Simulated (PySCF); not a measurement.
# C5H13FSi: magnetic properties

What do calculations give for the magnetic properties of C5H13FSi (`CC(C)[C@H](F)C[SiH3]`)?

Programs: PySCF 2.14.0, with routines of our own; each step states its level. All values are computed. Atoms count from 0.

## Step 1: The starting structure

20 atoms, charge 0, multiplicity 1; geometry from: GFN2-xTB.

## Step 2: Magnetic properties: GIAO BHandHLYP/pcSseg-1

The job: settings as JSON, then the geometry in Å.

```
{"job": {"kind": "mag", "xc": "BHandHLYP", "basis": "pcSseg-1", "isotopologues": 2}, "charge": 0, "multiplicity": 1}
C     -1.383211     1.135430    -0.062447
C     -0.718299    -0.108625     0.518308
C     -1.770756    -1.040991     1.118156
C      0.090438    -0.856142    -0.546395
F      0.695226    -1.949792     0.063165
C      1.182873    -0.045972    -1.228731
Si     2.469324     0.709248    -0.039691
H     -2.034094     1.585747     0.683196
H     -1.987296     0.874039    -0.929337
H     -0.646859     1.876305    -0.360647
H     -0.022696     0.188641     1.310725
H     -1.303172    -1.942330     1.506046
H     -2.499143    -1.327378     0.361590
H     -2.294539    -0.544781     1.931532
H     -0.593175    -1.288170    -1.293630
H      1.699197    -0.719979    -1.915961
H      0.716411     0.723306    -1.842387
H      2.881301    -0.277219     0.953569
H      1.901059     1.888694     0.623025
H      3.612262     1.130646    -0.853123
```

Method: GIAO BHandHLYP/pcSseg-1 magnetisability, rotational g tensor and spin-rotation constants, non-relativistic, gas phase.

The run is started by

```
$ OMP_NUM_THREADS=1 python excited_run.py task.json out
```

The driver reads the jobs from task.json and runs them one after another.

Standard output:

```text
coarse grid: 16200 points
cycle   1  E = -587.3772210510  dE =  5.802e-01  |g| = 5.465e-01  |ddm| = 3.655e+00
cycle   2  E = -587.3944046312  dE = -1.718e-02  |g| = 5.423e-01  |ddm| = 7.170e-01
cycle   3  E = -587.4394950130  dE = -4.509e-02  |g| = 5.625e-02  |ddm| = 3.705e-01
cycle   4  E = -587.4399412909  dE = -4.463e-04  |g| = 2.828e-02  |ddm| = 5.532e-02
cycle   5  E = -587.4401226639  dE = -1.814e-04  |g| = 3.789e-03  |ddm| = 2.591e-02
cycle   6  E = -587.4401260606  dE = -3.397e-06  |g| = 6.544e-04  |ddm| = 4.081e-03
final grid: 149408 points
cycle   7  E = -587.4785732504  dE = -2.096e-05  |g| = 4.045e-03  |ddm| = 1.526e-02
cycle   8  E = -587.4785735749  dE = -3.245e-07  |g| = 4.058e-03  |ddm| = 6.470e-03
cycle   9  E = -587.4785769548  dE = -3.380e-06  |g| = 3.854e-04  |ddm| = 3.087e-03
cycle  10  E = -587.4785769761  dE = -2.135e-08  |g| = 1.400e-04  |ddm| = 3.731e-04
cycle  11  E = -587.4785769799  dE = -3.739e-09  |g| = 2.224e-05  |ddm| = 1.165e-04
cycle  12  E = -587.4785769800  dE = -1.141e-10  |g| = 4.951e-06  |ddm| = 2.662e-05
converged SCF energy = -587.4785769800

Magnetisability tensor (1e-30 J/T^2)
    -1439.84       -7.02       -3.64
       -7.02    -1448.38       33.95
       -3.64       33.95    -1411.67
isotropic -1433.30   principal values   -1469.22  -1440.15  -1390.52
isotropic susceptibility -86.315 1e-6 cm^3/mol

Inertial axes            a          b          c
rot. const./GHz      2.9090     1.3835     1.1366
chi total           -87.000    -87.009    -84.937
chi diamagnetic    -540.479  -1025.044  -1199.614
chi paramagnetic    453.479    938.035   1114.678
quadrupole/D A        0.856     -4.424      3.568
g nuclear            0.6055     0.6049     0.5877
g electronic        -0.6197    -0.6097    -0.5952
g total             -0.0142    -0.0047    -0.0075

Spin-rotation constants (kHz, H = +C I.J)
atom  isotope        aa         bb         cc
  4    19F        1.376      0.720      0.533
  7     1H       -0.184     -0.097     -0.082
  8     1H       -0.277     -0.158     -0.006
  9     1H       -0.028     -0.107     -0.132
 10     1H       -0.217     -0.163     -0.002
 11     1H       -0.302      0.007     -0.098
 12     1H       -0.194     -0.167     -0.024
 13     1H       -0.218     -0.097     -0.065
 14     1H       -0.152     -0.142      0.013
 15     1H       -0.244     -0.067     -0.077
 16     1H       -0.325     -0.049     -0.073
 17     1H       -0.270     -0.033     -0.034
 18     1H       -0.244      0.010     -0.082
 19     1H        0.064     -0.133     -0.088
  0    13C*       0.429      0.184      0.172
  1    13C*       0.518      0.237      0.183
  2    13C*       0.399      0.210      0.173
  3    13C*       0.838      0.315      0.307
  5    13C*       0.366      0.189      0.176
  6   29Si*      -1.546     -0.743     -0.583
* in the singly substituted isotopologue

Isotopologues: g along a, b, c
2H    at 7,8,9,10,11,12    -0.0118    -0.0039    -0.0065
13C   at 0                 -0.0140    -0.0047    -0.0075
```

Wall time 25 s (1 thread of Intel Xeon 6975P-C, shared host); peak memory 0.86 GiB.

Key values:

```csv
quantity,value
magnetisability,-1433·10⁻³⁰ J/T²
molar susceptibility,-86.3·10⁻⁶ cm³/mol
"rotational g (a, b, c)","-0.0142, -0.0047, -0.0075"
```

## Step 3: Magnetic properties: GIAO B3LYP/pcSseg-0

The job, as its differences from that of step 2:

```diff
@@ -1,2 +1,2 @@
-{"job": {"kind": "mag", "xc": "BHandHLYP", "basis": "pcSseg-1", "isotopologues": 2}, "charge": 0, "multiplicity": 1}
+{"job": {"kind": "mag", "xc": "B3LYP", "basis": "pcSseg-0"}, "charge": 0, "multiplicity": 1}
 C     -1.383211     1.135430    -0.062447
```

Method: GIAO B3LYP/pcSseg-0 magnetisability, rotational g tensor and spin-rotation constants, non-relativistic, gas phase.

Standard output:

```text
coarse grid: 16200 points
cycle   1  E = -586.6588242558  dE =  3.270e-01  |g| = 5.581e-01  |ddm| = 4.061e+00
cycle   2  E = -586.6238344958  dE =  3.499e-02  |g| = 7.424e-01  |ddm| = 1.479e+00
cycle   3  E = -586.7235809653  dE = -9.975e-02  |g| = 5.990e-02  |ddm| = 8.164e-01
cycle   4  E = -586.7242118295  dE = -6.309e-04  |g| = 2.558e-02  |ddm| = 9.170e-02
cycle   5  E = -586.7243529370  dE = -1.411e-04  |g| = 3.486e-03  |ddm| = 3.571e-02
cycle   6  E = -586.7243560816  dE = -3.145e-06  |g| = 1.016e-03  |ddm| = 6.271e-03
final grid: 149408 points
cycle   7  E = -586.7112319471  dE = -2.501e-05  |g| = 4.198e-03  |ddm| = 3.021e-02
cycle   8  E = -586.7112298376  dE =  2.110e-06  |g| = 5.106e-03  |ddm| = 1.102e-02
cycle   9  E = -586.7112364606  dE = -6.623e-06  |g| = 5.220e-04  |ddm| = 6.411e-03
cycle  10  E = -586.7112365027  dE = -4.209e-08  |g| = 1.330e-04  |ddm| = 7.431e-04
cycle  11  E = -586.7112365056  dE = -2.927e-09  |g| = 2.602e-05  |ddm| = 1.765e-04
cycle  12  E = -586.7112365057  dE = -1.453e-10  |g| = 9.100e-06  |ddm| = 3.680e-05
converged SCF energy = -586.7112365057

Magnetisability tensor (1e-30 J/T^2)
    -1535.21      -10.17      -10.90
      -10.17    -1537.79       31.98
      -10.90       31.98    -1503.69
isotropic -1525.56   principal values   -1557.48  -1538.62  -1480.59
isotropic susceptibility -91.872 1e-6 cm^3/mol

Inertial axes            a          b          c
rot. const./GHz      2.9090     1.3835     1.1366
chi total           -92.607    -92.322    -90.686
chi diamagnetic    -542.010  -1026.276  -1201.012
chi paramagnetic    449.403    933.955   1110.326
quadrupole/D A        1.100     -4.686      3.587
g nuclear            0.6055     0.6049     0.5877
g electronic        -0.6142    -0.6070    -0.5929
g total             -0.0086    -0.0021    -0.0052

Spin-rotation constants (kHz, H = +C I.J)
atom  isotope        aa         bb         cc
  4    19F        1.139      0.757      0.515
  7     1H       -0.212     -0.112     -0.092
  8     1H       -0.310     -0.176     -0.012
  9     1H       -0.047     -0.124     -0.144
 10     1H       -0.257     -0.180     -0.010
 11     1H       -0.337     -0.003     -0.109
 12     1H       -0.229     -0.185     -0.030
 13     1H       -0.254     -0.109     -0.075
 14     1H       -0.177     -0.159      0.004
 15     1H       -0.276     -0.079     -0.092
 16     1H       -0.361     -0.058     -0.087
 17     1H       -0.310     -0.048     -0.049
 18     1H       -0.283     -0.004     -0.096
 19     1H        0.027     -0.149     -0.102
  0    13C*       0.418      0.175      0.168
  1    13C*       0.503      0.230      0.180
  2    13C*       0.383      0.205      0.171
  3    13C*       0.844      0.311      0.311
  5    13C*       0.334      0.180      0.168
  6   29Si*      -1.471     -0.716     -0.546
* in the singly substituted isotopologue
```

It took 9.9 s on 1 thread of Intel Xeon 6975P-C, shared host; peak memory 0.53 GiB.

From this job:

| quantity | value |
| --- | --- |
| magnetisability | -1526·10⁻³⁰ J/T² |
| molar susceptibility | -91.9·10⁻⁶ cm³/mol |
| rotational g (a, b, c) | -0.0086, -0.0021, -0.0052 |

## Step 4: Magnetic properties side by side

| level | ξ (10⁻³⁰ J/T²) | g(a) | g(b) | gap (eV) | functions | time |
| --- | --- | --- | --- | --- | --- | --- |
| GIAO BHandHLYP/pcSseg-1 | -1433 | -0.0142 | -0.0047 | 11.61 | 191 | 25 s |
| GIAO B3LYP/pcSseg-0 | -1526 | -0.0086 | -0.0021 | 9.43 | 93 | 9.9 s |

## Step 5: Results

| quantity | value |
| --- | --- |
| magnetisability (step 2, GIAO BHandHLYP/pcSseg-1) | -1433·10⁻³⁰ J/T² |
| molar susceptibility (step 2, GIAO BHandHLYP/pcSseg-1) | -86.3·10⁻⁶ cm³/mol |
| rotational g (a, b, c) (step 2, GIAO BHandHLYP/pcSseg-1) | -0.0142, -0.0047, -0.0075 |
| magnetisability over the levels | -1526 to -1433·10⁻³⁰ J/T² |

The magnetisability spreads by 6.2 % over 2 levels, from GIAO B3LYP/pcSseg-0 (9.9 s) to GIAO BHandHLYP/pcSseg-1 (25 s); the runs took 9.9 s to 25 s. Two levels can agree by chance, so this spread shows no convergence. Vibrational averaging and real surroundings are missing from these values.
